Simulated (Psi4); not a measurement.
**C2H6Te (dimethyl telluride): a chain of runs**

We compute a series of 16 runs (MP2/def2-TZVP, UMP2/def2-TZVP, UHF/def2-TZVP) of C2H6Te and its partners. 

Program for the calculation: Psi4 1.11.

## Step 1: Starting point

C2H6Te: 9 atoms, total charge 0, spin state singlet. As SMILES, `C[Te]C`. The coordinates come from a PBE0-D4/def2-TZVP relaxation.

Bond lengths: C1–Te2 2.136 Å, Te2–C3 2.136 Å, C1–H4 1.088 Å, C1–H5 1.089 Å, C1–H6 1.088 Å, C3–H7 1.088 Å, C3–H8 1.089 Å, C3–H9 1.088 Å. Some angles: C1–Te2–C3 94.5°, Te2–C1–H4 109.8°, Te2–C1–H5 107.3°, Te2–C1–H6 109.8°, Te2–C3–H7 109.8°, Te2–C3–H8 107.3°, Te2–C3–H9 109.8°, H4–C1–H5 109.5°, H4–C1–H6 110.7°, H5–C1–H6 109.5°.

## Step 2: The energy at MP2/def2-TZVP (density fitting, core potential, density fitting for correlation) (run 1)

calc.in reads:

```
memory 1600 MB

molecule {
  0 1
  C
  Te 1 2.136151
  C 2 2.136218 1 94.46737
  H 1 1.088345 2 109.84215 3 -60.9731
  H 1 1.089415 4 109.52664 2 117.60628
  H 1 1.088303 4 110.74172 5 120.89208
  H 3 1.088327 2 109.83695 1 60.98043
  H 3 1.089362 7 109.52111 2 -117.59611
  H 3 1.088285 7 110.74646 8 -120.90216
  symmetry c1
}

set globals {
  basis def2-TZVP
  num_frozen_docc 6
}

energy('mp2')
print_variables()
```

Command:

```console
$ psi4 -i calc.in -o calc.out -n 1
```

calc.out:

```text
[...]
    !!!  WARNING: ECP capability is in beta. Please check occupations closely.  !!!
[...]
  Running in c1 symmetry.
[...]
  Nuclear repulsion =  131.672922563434923
[...]
  Multiplicity = 1
[...]
  Nalpha       = 21
  Nbeta        = 21
[...]
    Number of basis functions: 148
[...]
   @DF-RHF iter   1:  -345.97616688071128   -2.26829e+00   4.80064e-03 DIIS/ADIIS
[...]
   @DF-RHF iter  11:  -346.24962864633983   -2.35332e-11   5.46670e-09 DIIS
[...]
    Orbital Energies [Eh]
    ---------------------
    Doubly Occupied:
       1A    -11.243235     2A    -11.243228     3A     -7.095502
       4A     -5.066487     5A     -5.062861     6A     -5.056435
       7A     -1.926402     8A     -1.924126     9A     -1.916195
      10A     -1.912291    11A     -1.911499    12A     -0.980128
      13A     -0.938059    14A     -0.734187    15A     -0.585732
      16A     -0.583970    17A     -0.567683    18A     -0.567509
      19A     -0.436943    20A     -0.390967    21A     -0.290335
[...]
  @DF-RHF Final Energy:  -346.24962864633983
   => Energetics <=
    Nuclear Repulsion Energy =            131.6729225634349234
    One-Electron Energy =                -834.9775523458038151
    Two-Electron Energy =                 357.0550011360290910
    Total Energy =                       -346.2496286463398292
[...]
 Multipole Moments:
 ------------------------------------------------------------------------------------
     Multipole            Electronic (a.u.)      Nuclear  (a.u.)        Total (a.u.)
 ------------------------------------------------------------------------------------
 L = 1.  Multiply by 2.5417464519 to convert [e a0] to [Debye]
 Dipole X            :         -0.0003608            0.0003364           -0.0000244
 Dipole Y            :         21.3223144          -21.7451617           -0.4228473
 Dipole Z            :         19.7210128          -20.1120908           -0.3910780
 Magnitude           :                                                    0.5759704
[...]
```

Wall time 6 s (1 thread of AMD EPYC 7R43 (Zen 3), shared host); peak memory 0.28 GiB.

## Step 3: The distorted shape: the energy at MP2/def2-TZVP (density fitting, core potential, density fitting for correlation) (run 2)

c2h6te.xyz reads:

```xyz
9
C2H6Te
C     -0.831891     1.083958    -0.751781
Te     1.188909     0.436358    -0.506581
C      0.727409    -0.969042     1.034619
H     -1.454291     0.244858    -1.056781
H     -0.836191     1.843358    -1.532881
H     -1.141900     1.451600     0.038500
H      0.039409    -1.721642     0.654219
H      1.661809    -1.445542     1.328819
H      0.297909    -0.451342     1.890119
```

c2h6te.py reads:

```python
import psi4

psi4.set_memory('1600 MB')
psi4.set_num_threads(1)
psi4.set_output_file('output.dat', False)

with open('c2h6te.xyz') as f:
    atoms = ''.join(f.readlines()[2:])
geom = psi4.geometry('0 1\n' + atoms + 'symmetry c1')

options = {'basis': 'def2-TZVP', 'num_frozen_docc': 6}
psi4.set_options(options)

result = psi4.energy("mp2")
print(f'mp2 energy: {result:.10f} Eh')
```

Command:

```console
$ python c2h6te.py
```

output.dat:

```text
[...]
    !!!  WARNING: ECP capability is in beta. Please check occupations closely.  !!!
[...]
  Running in c1 symmetry.
[...]
  Nuclear repulsion =  132.442244819227852
[...]
  Multiplicity = 1
[...]
  Nalpha       = 21
  Nbeta        = 21
[...]
    Number of basis functions: 148
[...]
   @DF-RHF iter   1:  -345.93451714481245   -2.42645e+00   4.97912e-03 ADIIS/DIIS
[...]
   @DF-RHF iter  13:  -346.22800816702795   -1.35856e-11   3.35033e-09 DIIS
[...]
    Orbital Energies [Eh]
    ---------------------
    Doubly Occupied:
       1A    -11.243044     2A    -11.224216     3A     -7.094867
       4A     -5.065842     5A     -5.062212     6A     -5.055825
       7A     -1.925731     8A     -1.923463     9A     -1.915575
      10A     -1.911664    11A     -1.910886    12A     -0.993305
      13A     -0.948126    14A     -0.738533    15A     -0.611388
      16A     -0.583686    17A     -0.575183    18A     -0.566877
      19A     -0.436451    20A     -0.391190    21A     -0.290566
[...]
  @DF-RHF Final Energy:  -346.22800816702795
   => Energetics <=
    Nuclear Repulsion Energy =            132.4422448192278523
    One-Electron Energy =                -836.4032472515671088
    Two-Electron Energy =                 357.7329942653112766
    Total Energy =                       -346.2280081670279515
[...]
 Multipole Moments:
 ------------------------------------------------------------------------------------
     Multipole            Electronic (a.u.)      Nuclear  (a.u.)        Total (a.u.)
 ------------------------------------------------------------------------------------
 L = 1.  Multiply by 2.5417464519 to convert [e a0] to [Debye]
 Dipole X            :         24.7519843          -25.2693302           -0.5173459
 Dipole Y            :          7.6880800           -7.8276529           -0.1395729
 Dipole Z            :        -12.7698939           13.0385443            0.2686504
 Magnitude           :                                                    0.5994167
[...]
```

The script printed:

```text
mp2 energy: -347.0404419051 Eh
```

It took 6.3 s on 1 thread of AMD EPYC 7R43 (Zen 3), shared host; peak memory 0.28 GiB.

Runs 3 to 8 aren't shown in full; the table further down has their settings and results.

## Step 4: The distorted shape: a single-point energy at UMP2/def2-TZVP (density fitting, core potential, density fitting for correlation) (run 9)

job.inp reads:

```
memory 1600 MB

molecule system {
  C     -0.485455     0.673118    -1.634921
  Te     1.535345     0.025518    -1.389721
  C      1.073845    -1.379882     0.151479
  H     -1.107855    -0.165982    -1.939921
  H     -0.489755     1.432518    -2.416021
  H     -1.141900     1.451600     0.038500
  H      0.385845    -2.132482    -0.228921
  H      2.008245    -1.856382     0.445679
  H      0.644345    -0.862182     1.006979
  symmetry c1
}

set globals {
  basis           def2-TZVP
  reference       uhf
  guess_mix       true
  num_frozen_docc 6
}

set reference uhf
set stability_analysis follow
set max_attempts 5
energy("scf")
set stability_analysis none
set guess read
set guess_mix false

energy("mp2")
```

Command:

```console
$ psi4 -n 1 job.inp job.out
```

job.out:

```text
[...]
    !!!  WARNING: ECP capability is in beta. Please check occupations closely.  !!!
[...]
  Running in c1 symmetry.
[...]
  Nuclear repulsion =  129.174129277417507
[...]
  Multiplicity = 1
[...]
  Nalpha       = 21
  Nbeta        = 21
[...]
    Number of basis functions: 148
[...]
   @DF-UHF iter   1:  -345.73437815089653   -2.57842e+00   5.18470e-03 DIIS/ADIIS
[...]
    !!!  WARNING: ECP capability is in beta. Please check occupations closely.  !!!
[...]
    !!!  WARNING: ECP capability is in beta. Please check occupations closely.  !!!
[...]
   @DF-UHF iter   7:  -346.12698691176587   -1.60298e-11   5.18321e-09 DIIS
[...]
   @S^2 Observed:                6.354393078E-01
[...]
    Orbital Energies [Eh]
    ---------------------
    Alpha Occupied:
       1A    -11.267162     2A    -11.247083     3A     -7.105274
       4A     -5.076339     5A     -5.072620     6A     -5.066022
       7A     -1.936043     8A     -1.933746     9A     -1.925944
      10A     -1.922006    11A     -1.921286    12A     -0.971248
      13A     -0.895523    14A     -0.729689    15A     -0.587373
      16A     -0.580391    17A     -0.570658    18A     -0.475255
      19A     -0.438793    20A     -0.398499    21A     -0.301240
    Alpha Virtual:
      22A      0.070829    23A      0.113521    24A      0.141813
      25A      0.152749    26A      0.202066    27A      0.212050
[...]
  @DF-UHF Final Energy:  -346.12698691176587
   => Energetics <=
    Nuclear Repulsion Energy =            129.1741292774175065
    One-Electron Energy =                -829.6648078424063897
    Two-Electron Energy =                 354.3636916532230430
    Total Energy =                       -346.1269869117658686
  UHF NO Occupations:
  HONO-2 :   19  A 1.9979733
  HONO-1 :   20  A 1.9949273
[...]
 Multipole Moments:
 ------------------------------------------------------------------------------------
     Multipole            Electronic (a.u.)      Nuclear  (a.u.)        Total (a.u.)
 ------------------------------------------------------------------------------------
 L = 1.  Multiply by 2.5417464519 to convert [e a0] to [Debye]
 Dipole X            :         25.5618251          -25.7507532           -0.1889281
 Dipole Y            :          6.8964200           -7.2567312           -0.3603112
 Dipole Z            :        -14.2347443           14.2657954            0.0310511
 Magnitude           :                                                    0.4080222
[...]
```

Run time: 26 s. Hardware: 1 thread of AMD EPYC 7R43 (Zen 3), shared host; peak memory 0.33 GiB.

Runs 10 to 15 aren't shown in full; the table further down has their settings and results.

## Step 5: C2H5Te: the energy at UMP2/def2-TZVP (density fitting, core potential, density fitting for correlation) (run 16)

job.inp reads:

```
memory 1600 mb

molecule geom {
  0 2
  C     -1.46869514     1.92581989    -1.68412392
  Te     2.35006341     0.70203326    -1.22076308
  C      1.47795480    -1.95378784     1.69168283
  H     -2.64486068     0.34015070    -2.26049039
  H     -1.47682097     3.36087791    -3.16018900
  H      0.17782323    -3.37599572     0.97283101
  H      3.24371489    -2.85424234     2.24764025
  H      0.66631743    -0.97547663     3.30834353
  units bohr
  symmetry c1
}

set globals {
  basis def2-TZVP
  reference uhf
  num_frozen_docc 6
}

energy_value, wavefunction = energy('mp2', return_wfn=True)
```

Command:

```console
$ psi4 job.inp job.out -n 1
```

job.out:

```text
[...]
    !!!  WARNING: ECP capability is in beta. Please check occupations closely.  !!!
[...]
  Running in c1 symmetry.
[...]
  Nuclear repulsion =  122.044509566005956
[...]
  Multiplicity = 2
[...]
  Nalpha       = 21
  Nbeta        = 20
[...]
    Number of basis functions: 142
[...]
   @DF-UHF iter   1:  -345.32746905553489   -2.57923e+00   4.74413e-03 DIIS/ADIIS
[...]
   @DF-UHF iter  21:  -345.61030804217683   -8.69704e-12   5.51360e-09 DIIS
[...]
   @S^2 Observed:                7.789141598E-01
[...]
    Orbital Energies [Eh]
    ---------------------
    Alpha Occupied:
       1A    -11.271340     2A    -11.246567     3A     -7.105444
       4A     -5.075909     5A     -5.072427     6A     -5.067251
       7A     -1.935456     8A     -1.933289     9A     -1.926543
      10A     -1.922740    11A     -1.922019    12A     -0.982467
      13A     -0.938571    14A     -0.738452    15A     -0.591783
      16A     -0.580895    17A     -0.573824    18A     -0.475652
      19A     -0.441877    20A     -0.388068    21A     -0.292936
    Alpha Virtual:
      22A      0.088217    23A      0.125865    24A      0.148726
      25A      0.197910    26A      0.209931    27A      0.215971
[...]
  @DF-UHF Final Energy:  -345.61030804217683
   => Energetics <=
    Nuclear Repulsion Energy =            122.0445095660059565
    One-Electron Energy =                -814.9367930276348488
    Two-Electron Energy =                 347.2819754194521238
    Total Energy =                       -345.6103080421768254
  UHF NO Occupations:
  HONO-2 :   19  A 1.9965716
  HONO-1 :   20  A 1.9911721
[...]
 Multipole Moments:
 ------------------------------------------------------------------------------------
     Multipole            Electronic (a.u.)      Nuclear  (a.u.)        Total (a.u.)
 ------------------------------------------------------------------------------------
 L = 1.  Multiply by 2.5417464519 to convert [e a0] to [Debye]
 Dipole X            :         22.1266919          -22.3457099           -0.2190180
 Dipole Y            :          9.0074833           -9.3506920           -0.3432087
 Dipole Z            :        -12.3705977           12.4506725            0.0800748
 Magnitude           :                                                    0.4149374
[...]
```

It took 9.3 s on 1 thread of AMD EPYC 7R43 (Zen 3), shared host; peak memory 0.27 GiB.

## Step 6: The series

| run | level | iteration cap | start | partner | energy (Eh) | HOMO energy (eV) | LUMO energy (eV) | HOMO–LUMO gap (eV) | wall time |
| --- | --- | --- | --- | --- | --- | --- | --- | --- | --- |
| 1 | MP2/def2-TZVP (density fitting, core potential, density fitting for correlation) | – | – | base | -347.063701 | -7.90 | 2.51 | 10.41 | 6 s |
| 2 | MP2/def2-TZVP (density fitting, core potential, density fitting for correlation) | – | – | C1–H6 0.93 Å | -347.040442 | -7.91 | 2.55 | 10.45 | 6.3 s |
| 3 | MP2/def2-TZVP (density fitting, core potential, density fitting for correlation) | – | – | C1–H6 1.25 Å | -347.051120 | -7.90 | 2.44 | 10.35 | 6.3 s |
| 4 | MP2/def2-TZVP (density fitting, core potential, density fitting for correlation) | – | – | C1–H6 1.41 Å | -347.025269 | -7.92 | 2.34 | 10.26 | 6 s |
| 5 | UMP2/def2-TZVP (density fitting, core potential, density fitting for correlation) | – | stable UHF solution | C1–H6 1.41 Å | -347.025269 | -7.92 | 2.34 | 10.26 | 18 s |
| 6 | MP2/def2-TZVP (density fitting, core potential, density fitting for correlation) | – | – | C1–H6 1.63 Å | -346.986315 | -7.95 | 2.08 | 10.04 | 9.3 s |
| 7 | UMP2/def2-TZVP (density fitting, core potential, density fitting for correlation) | – | stable UHF solution | C1–H6 1.63 Å | -346.986315 | -7.95 | 2.08 | 10.04 | 29 s |
| 8 | MP2/def2-TZVP (density fitting, core potential, density fitting for correlation) | – | – | C1–H6 1.96 Å | -346.934130 | -7.99 | 1.26 | 9.25 | 8.1 s |
| 9 | UMP2/def2-TZVP (density fitting, core potential, density fitting for correlation) | – | stable UHF solution | C1–H6 1.96 Å | -346.919562 | -7.95 | 1.93 | 9.88 | 26 s |
| 10 | MP2/def2-TZVP (density fitting, core potential, density fitting for correlation) | – | – | C1–H6 2.39 Å | -346.884768 | -7.84 | 0.02 | 7.86 | 7.8 s |
| 11 | UMP2/def2-TZVP (density fitting, core potential, density fitting for correlation) | – | stable UHF solution | C1–H6 2.39 Å | -346.896188 | -7.97 | 1.86 | 9.82 | 33 s |
| 12 | UMP2/def2-TZVP (density fitting) | – | stable UHF solution | C1–H6 3.26 Å | not converged | – | – | – | 27 s |
| 13 | UMP2/def2-TZVP (density fitting) | 100 | stable UHF solution | C1–H6 3.26 Å | not converged | – | – | – | 3.4 min |
| 14 | UMP2/def2-TZVP (density fitting) | 150 | stable UHF solution | C1–H6 3.26 Å | not converged | – | – | – | 37 s |
| 15 | UHF/def2-TZVP (density fitting) | – | – | fragment | -0.499810 | -13.60 | – | – | 1.5 s |
| 16 | UMP2/def2-TZVP (density fitting, core potential, density fitting for correlation) | – | – | fragment | -346.389253 | -7.97 | 1.73 | – | 9.3 s |

## Step 7: Summary of results

| quantity | value |
| --- | --- |
| C2H5Te: total energy | -346.38925 Eh |
| C2H5Te: HOMO energy (Hartree–Fock orbitals) (highest over α and β) | -7.97 eV |
| C2H5Te: LUMO energy (Hartree–Fock orbitals) (lowest over α and β) | 1.73 eV |
| C2H5Te: correlation energy (6 core orbitals frozen) | -778.9 mEh |
| C2H5Te: ⟨S²⟩ of the reference determinant | 0.779 |
| energy change with the C1–H6 bond stretched from 1.088 to 1.415 Å | 1.046 eV |
| energy change with the C1–H6 bond stretched from 1.088 to 1.959 Å | 3.526 eV |
| energy change with the C1–H6 bond stretched from 1.088 to 1.632 Å | 2.106 eV |
| energy change with the C1–H6 bond stretched from 1.088 to 2.394 Å | 4.869 eV |
| energy change with the C1–H6 bond stretched from 1.088 to 1.252 Å | 0.342 eV |
| energy change with the C1–H6 bond shortened from 1.088 to 0.925 Å | 0.633 eV |

With the C1–H6 bond stretched from 1.088 to 1.415 Å the energy rises by 1.05 eV (24 kcal/mol). The first shape isn't relaxed at this level, so the change isn't measured from a minimum. With the C1–H6 bond stretched from 1.088 to 1.959 Å the energy rises by 3.53 eV (81 kcal/mol). A restricted reference can't describe the breaking bond well at this length. With the C1–H6 bond stretched from 1.088 to 1.632 Å the energy rises by 2.11 eV (203 kJ/mol). With the C1–H6 bond stretched from 1.088 to 2.394 Å the energy rises by 4.87 eV (112 kcal/mol). With the C1–H6 bond stretched from 1.088 to 1.252 Å the energy rises by 0.34 eV (33.0 kJ/mol). With the C1–H6 bond shortened from 1.088 to 0.925 Å the energy rises by 0.63 eV (14.6 kcal/mol). In runs 8, 10 a closed-shell determinant meets a far-stretched bond, which it describes badly. Spin contamination of the reference: run 11 ⟨S²⟩ = 0.92, run 9 ⟨S²⟩ = 0.64. Where it is this large, the reference is a mixture of spin states, and values that rest on it are in doubt. All runs together took 7.2 min, the longest 3.4 min. 3 of the 16 runs did not end normally.
